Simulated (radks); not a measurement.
**Pr¹⁷⁺ in [Kr] 4d6: an all-electron calculation**

One table from this session's results is given with a row withheld; the runs are named, their logs left out.

Method: scalar-relativistic Kohn-Sham, PBEsol, spin-polarised, spherical densities, finite nucleus; open shells are filled with parallel spins first. Code: radks (a radial shooting solver on a logarithmic mesh, Libxc functionals) version 1.

**Starting point**

- element: praseodymium (Z = 59)
- charge: +17
- electrons: 42
- configuration: [Kr] 4d6
- nuclear rms radius: 4.8919 fm

The outer shells:

Pr¹⁷⁺
```
[Kr] core
4d [↑↓][↑ ][↑ ][↑ ][↑ ]
```

Set-up of the first run:

Settings of this run:

```text
Z 59
configuration [Kr] 4d6
relativity scalar-relativistic
functional pbe_sol,pbe_sol
spin polarised
nucleus finite rms 4.8919 fm
c 137.035999084
```

Launch:

```sh
$ python run_ks.py task.json out
```

All runs below come from this command, one after another.

One table of the session follows, with a row left open; its other results are not shown here.

It belongs to the step «Radial structure». Sizes of the orbitals, from the radial functions (bohr):

| level | <r> | outermost maximum (interpolated) | 90 % within | nodes |
| --- | --- | --- | --- | --- |
| 1s up | 0.02410 | 0.0154 | 0.0435 | 0 |
| 1s down | 0.02410 | 0.0154 | 0.0435 | 0 |
| 2s up | 0.1031 | 0.0873 | 0.159 | 1 |
| 2s down | 0.1031 | 0.0873 | 0.159 | 1 |
| 2p up | 0.09055 | 0.0703 | 0.147 | 0 |
| 2p down | 0.09053 | 0.0703 | 0.147 | 0 |
| 3s up | 0.2717 | 0.249 | 0.398 | 2 |
| 3s down | 0.2716 | 0.249 | 0.398 | 2 |
| 3p up | 0.2696 | 0.243 | 0.404 | 1 |
| 3p down | 0.2694 | 0.244 | 0.403 | 1 |
| 3d up | 0.2462 | 0.200 | 0.384 | 0 |
| 3d down | 0.2461 | 0.200 | 0.384 | 0 |
| 4s up | 0.5968 | 0.567 | 0.850 | 3 |
| 4s down | 0.5970 | 0.567 | 0.850 | 3 |
| 4p up | 0.6215 | 0.587 | 0.893 | 2 |
| 4p down | 0.6221 | 0.587 | 0.894 | 2 |
| 4d up | ? | ? | ? | ? |
| 4d down | 0.6520 | 0.603 | 0.959 | 1 |

Estimate the missing values for 4d up.

**Answer.** <r>: 0.6506; outermost maximum (interpolated): 0.603; 90 % within: 0.955; nodes: 1. In the column «<r>» it lies between 4p down (0.6221) and 4d down (0.6520).

Caveats from the session: Open shells are spherical and high-spin; term and fine-structure splittings are not resolved.
